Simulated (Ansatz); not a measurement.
# GeH7NSi2: geometry optimisation

The task: find the minimum of GeH7NSi2 nearest to the start.

Method: RKS r2SCAN-D4/def2-SVP; program: Ansatz 0.2.0.

1 further run of the same task is left out (set aside as unsound or not needed).

## 1. Where the work starts

SMILES `[SiH3][N]([SiH3])[GeH]`, 11 atoms, charge 0, spin multiplicity 1.

Atoms are counted from 1 here; the program's logs count them from 0.

Bond lengths: Si1–N2 1.783 Å, Si1–H5 1.502 Å, Si1–H6 1.510 Å, Si1–H7 1.502 Å, N2–Si3 1.776 Å, N2–Ge4 1.878 Å, Si3–H8 1.503 Å, Si3–H9 1.506 Å, Si3–H10 1.506 Å, Ge4–H11 1.629 Å. Angles: N2–Si1–H5 110.9°, N2–Si1–H6 108.2°, N2–Si1–H7 110.8°, H5–Si1–H6 108.6°, H5–Si1–H7 109.6°, H6–Si1–H7 108.6°, Si1–N2–Si3 120.9°, Si1–N2–Ge4 119.0°, Si3–N2–Ge4 120.1°, N2–Si3–H8 107.6°, N2–Si3–H9 110.9°, N2–Si3–H10 110.9°, H8–Si3–H9 109.6°, H8–Si3–H10 109.7°, H9–Si3–H10 108.1°, N2–Ge4–H11 92.1°.

Coordinates:

```xyz
11
charge 0, multiplicity 1
Si   -0.5586    1.0463   -0.8571
N    -0.0138   -0.4587   -0.0705
Si    0.8846   -0.4138    1.4613
Ge   -0.4044   -2.1049   -0.8858
H    -2.0545    1.0706   -0.9919
H    -0.1339    2.2098    0.0062
H     0.0731    1.2004   -2.2116
H     1.1874   -1.8332    1.8529
H     2.1709    0.3543    1.3085
H     0.0711    0.2474    2.5421
H    -1.1566   -1.3752   -2.1335
```

## 2. Relaxation

File input.yaml:

```yaml
crystal:
  periodic: [false, false, false]
  atoms:
    - { symbol: Si, position_ang: [-0.558554, 1.046289, -0.857065] }
    - { symbol: "N", position_ang: [-0.01375, -0.458729, -0.070459] }
    - { symbol: Si, position_ang: [0.884604, -0.413784, 1.461299] }
    - { symbol: Ge, position_ang: [-0.404393, -2.104924, -0.885812] }
    - { symbol: H, position_ang: [-2.054483, 1.070581, -0.991881] }
    - { symbol: H, position_ang: [-0.13394, 2.209759, 0.006153] }
    - { symbol: H, position_ang: [0.073094, 1.20042, -2.211592] }
    - { symbol: H, position_ang: [1.187421, -1.833216, 1.85289] }
    - { symbol: H, position_ang: [2.170906, 0.354336, 1.308485] }
    - { symbol: H, position_ang: [0.071113, 0.247385, 2.542117] }
    - { symbol: H, position_ang: [-1.156618, -1.375216, -2.133535] }
basis:
  gaussian: { orbitals: def2-SVP }
hamiltonian:
  xc: r2scan
  dispersion: d4
output:
  forces: true
relax:
  f_tol: 0.003
  max_steps: 120
```

Started as:

```sh
$ ansatz run input.yaml --threads 1 --pin off --max-ram 2560MiB --backend cpu --events-out ev --progress --plain --runs-dir out
```

Log (excerpt; [...] marks lines left out):

```text
Warning: RAYON_NUM_THREADS=1 ignored (pool sized by the plan → 1); use --threads N
[...]
Functional definition: r2SCAN
[...]
1321 factors; their error is unknown
[...]
mean field -73862.18132602 eV, -2714.3850981465 hartree, gradient 1.1e-5 eV, S^2 0.000000; 0 other end points of the search recorded, 0 dependent functions left out
[...]
reference -73862.18133759 eV, -2714.3850985717 hartree; 37, 37 occupied and 80, 80 virtual orbitals, 1321 factors
relax step   1: F+E_penalty+E_count = -73862.25742914 eV  Δ(F+E_penalty+E_count) = +0.000e0 eV  max|allowed force component| = 4.515e-1 eV/Å  Δτ_max = 0.0000 Å  (28 SCF iters, accepted)
[...]
relax step   6: F+E_penalty+E_count = -73862.27460635 eV  Δ(F+E_penalty+E_count) = -5.060e-6 eV  max|allowed force component| = 4.940e-4 eV/Å  Δτ_max = 0.0031 Å  (21 SCF iters, accepted)
[...]
relax step   7: F+E_penalty+E_count = -73862.27460774 eV  Δ(F+E_penalty+E_count) = -1.392e-6 eV  max|allowed force component| = 1.152e-3 eV/Å  Δτ_max = 0.0029 Å  (22 SCF iters, accepted)
1321 factors; their error is unknown
[...]
mean field -73862.19828578 eV, -2714.3857214064 hartree, gradient 1.9e-5 eV, S^2 0.000000; 1 other end points of the search recorded, 0 dependent functions left out
[...]
reference -73862.19829731 eV, -2714.3857218299 hartree; 37, 37 occupied and 80, 80 virtual orbitals, 1321 factors
Total energy: -73862.27461926 eV, -2714.3885266100 hartree
Atom 0 at    -0.550486     1.039213    -0.849124 Å, force     0.000111     0.000401    -0.000562 eV/Å
Atom 1 at    -0.013321    -0.460776    -0.075328 Å, force     0.000087    -0.001152    -0.000170 eV/Å
Atom 2 at     0.874354    -0.412596     1.449029 Å, force    -0.000060     0.000093     0.000484 eV/Å
Atom 3 at    -0.395170    -2.089667    -0.887991 Å, force     0.000071     0.000811     0.000536 eV/Å
Atom 4 at    -2.036159     1.074698    -0.972494 Å, force     0.000205     0.000038     0.000040 eV/Å
Atom 5 at    -0.115439     2.188161     0.008067 Å, force    -0.000205     0.000067    -0.000031 eV/Å
Atom 6 at     0.064547     1.194357    -2.198717 Å, force    -0.000297    -0.000058     0.000110 eV/Å
Atom 7 at     1.185725    -1.815933     1.847050 Å, force     0.000141     0.000166    -0.000210 eV/Å
Atom 8 at     2.144795     0.360295     1.299067 Å, force     0.000150    -0.000261    -0.000177 eV/Å
Atom 9 at     0.059580     0.242910     2.516871 Å, force    -0.000215    -0.000108     0.000196 eV/Å
Atom 10 at    -1.153025    -1.377760    -2.115830 Å, force     0.000013     0.000001    -0.000217 eV/Å
Dipole moment:     0.011343     0.020496     0.021437 e Å
```

It took 87 s on 1 thread of Arm Neoverse V1, shared host; peak memory 0.18 GiB.

The steps of the relaxation:

| step | energy from step 1 (eV) | largest force component (eV/Å) |
| --- | --- | --- |
| 1 | 0.0000 | 0.4515 |
| 2 | -0.0155 | 0.1318 |
| 3 | -0.0171 | 0.0145 |
| 4 | -0.0171 | 0.0118 |
| 5 | -0.0172 | 0.0036 |
| 6 | -0.0172 | 0.0005 |
| 7 | -0.0172 | 0.0012 |

Close pairs (by a distance rule), those that changed most:

| bond | before (Å) | after (Å) | change (Å) |
| --- | --- | --- | --- |
| Ge4–H11 | 1.629 | 1.609 | -0.020 |
| N2–Ge4 | 1.878 | 1.860 | -0.018 |
| Si1–N2 | 1.783 | 1.771 | -0.012 |
| Si3–H8 | 1.503 | 1.492 | -0.012 |
| N2–Si3 | 1.776 | 1.765 | -0.012 |
| Si1–H6 | 1.510 | 1.498 | -0.012 |
| Si3–H9 | 1.506 | 1.495 | -0.011 |
| Si1–H7 | 1.502 | 1.491 | -0.011 |

## 3. Summary of results

```
             quantity      value
        energy gained  0.0172 eV
root mean square move    0.021 Å
        dipole moment     0.15 D
```

**Reading.** Bond lengths: Si1–N2 1.771 Å, Si1–H5 1.491 Å, Si1–H6 1.498 Å, Si1–H7 1.491 Å, N2–Si3 1.765 Å, N2–Ge4 1.860 Å, Si3–H8 1.492 Å, Si3–H9 1.495 Å, Si3–H10 1.495 Å, Ge4–H11 1.609 Å. Angles: N2–Si1–H5 111.0°, N2–Si1–H6 108.1°, N2–Si1–H7 111.0°, H5–Si1–H6 108.6°, H5–Si1–H7 109.5°, H6–Si1–H7 108.6°, Si1–N2–Si3 120.5°, Si1–N2–Ge4 119.2°, Si3–N2–Ge4 120.3°, N2–Si3–H8 108.0°, N2–Si3–H9 110.8°, N2–Si3–H10 110.8°, H8–Si3–H9 109.6°, H8–Si3–H10 109.6°, H9–Si3–H10 108.0°, N2–Ge4–H11 92.4°. No frequencies were computed here.
